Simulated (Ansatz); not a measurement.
# Na3Mg4F12: the cost of one run

Method: DFT PBEsol, scalar-relativistic, plane waves, PAW, in Ansatz 0.2.0.

2 further runs of the same task are left out: 2 set aside as unsound or not needed.

### 1 The structure to begin with

Symmetry: Im-3m, No. 229, cubic system. The conventional cell has a = 7.815 Å, b = 7.815 Å, c = 7.815 Å, α = 90.00°, β = 90.00°, γ = 90.00°. Na (site symmetry 4/mmm) has 12 F at 2.76 Å as nearest neighbours. Mg (site symmetry -3m) has 6 F at 1.95 Å as nearest neighbours. F (site symmetry mm2) has 2 Mg at 1.95 Å and 3 Na at 2.76 Å as nearest neighbours.

The input asks for a charge of -1 e on the cell.

Coordinates:

```cif
data_structure
_symmetry_space_group_name_H-M 'P 1'
_symmetry_Int_Tables_number 1
_cell_length_a 6.7676
_cell_length_b 6.7676
_cell_length_c 6.7676
_cell_angle_alpha 109.471
_cell_angle_beta 109.471
_cell_angle_gamma 109.471
_cell_volume 238.60
loop_
_atom_site_label
_atom_site_type_symbol
_atom_site_fract_x
_atom_site_fract_y
_atom_site_fract_z
_atom_site_occupancy
Na1 Na 0.00000 0.50000 0.50000 1
Na2 Na 0.00000 0.00000 0.00000 1
Na3 Na 0.50000 0.50000 0.00000 1
Mg1 Mg 0.50000 0.50000 0.50000 1
Mg2 Mg 0.00000 0.00000 0.50000 1
Mg3 Mg 0.00000 0.50000 0.00000 1
Mg4 Mg 0.50000 0.00000 0.00000 1
F1 F 0.25000 0.25000 0.50000 1
F2 F 0.75000 0.75000 0.50000 1
F3 F 0.75000 0.25000 0.00000 1
F4 F 0.25000 0.75000 0.00000 1
F5 F 0.75000 0.50000 0.75000 1
F6 F 0.25000 0.00000 0.75000 1
F7 F 0.25000 0.50000 0.25000 1
F8 F 0.75000 0.00000 0.25000 1
F9 F 0.50000 0.25000 0.25000 1
F10 F 0.00000 0.75000 0.25000 1
F11 F 0.00000 0.25000 0.75000 1
F12 F 0.50000 0.75000 0.75000 1
```

It goes back to an entry of the Materials Project, which need not be the stable form.

It is built from the cell relaxed beforehand with the same method (11.93 Å³/atom).

### 2 Setting up the jump

The supercell lacks one Na atom, at fractional position (0.500, 0.000, 0.500), and holds 19 atoms and a charge of -1 e on a uniform background. Atom 1 (Na), 3.91 Å away, is to jump into the empty site. The cell is fixed.

### 3 Relaxing around the vacancy

input.yaml

```yaml
crystal:
  lattice:
    - [-3.9072611318, 3.9072611318, 3.9072611318]
    - [3.9072611318, -3.9072611318, 3.9072611318]
    - [3.9072611318, 3.9072611318, -3.9072611318]
  atoms:
    - { symbol: Na, position: [0.0, 0.5, 0.5] }
    - { symbol: Na, position: [0.0, 0.0, 0.0] }
    - { symbol: Na, position: [0.5, 0.5, 0.0] }
    - { symbol: Mg, position: [0.5, 0.5, 0.5] }
    - { symbol: Mg, position: [0.0, 0.0, 0.5] }
    - { symbol: Mg, position: [0.0, 0.5, 0.0] }
    - { symbol: Mg, position: [0.5, 0.0, 0.0] }
    - { symbol: F, position: [0.25, 0.25, 0.5] }
    - { symbol: F, position: [0.75, 0.75, 0.5] }
    - { symbol: F, position: [0.75, 0.25, 0.0] }
    - { symbol: F, position: [0.25, 0.75, 0.0] }
    - { symbol: F, position: [0.75, 0.5, 0.75] }
    - { symbol: F, position: [0.25, 0.0, 0.75] }
    - { symbol: F, position: [0.25, 0.5, 0.25] }
    - { symbol: F, position: [0.75, 0.0, 0.25] }
    - { symbol: F, position: [0.5, 0.25, 0.25] }
    - { symbol: F, position: [0.0, 0.75, 0.25] }
    - { symbol: F, position: [0.0, 0.25, 0.75] }
    - { symbol: F, position: [0.5, 0.75, 0.75] }
total_charge: -1
basis:
  ecutwfc: 420
kpoints:
  mp_grid: { grid: [4, 4, 4] }
hamiltonian:
  xc: pbesol
scf:
  occupations: { method: gaussian, width: 0.05 }
output:
  forces: true
  stress: true
  eigenvalues: true
  write_density: true
  write_potential: true
  elf: true
  volumetric_format: npy
relax:
  adjacent_minimum: "off"
  f_tol: 0.02
  max_steps: 50
```

The run is started by

```
$ ansatz run input.yaml --threads 4 --pin off --max-ram 9216MiB --backend cpu --events-out ev --progress --plain --runs-dir out
```

What time and memory should one allow on 4 threads of Arm Neoverse V1, shared host?

About 14 s, with a peak of 0.82 GiB.
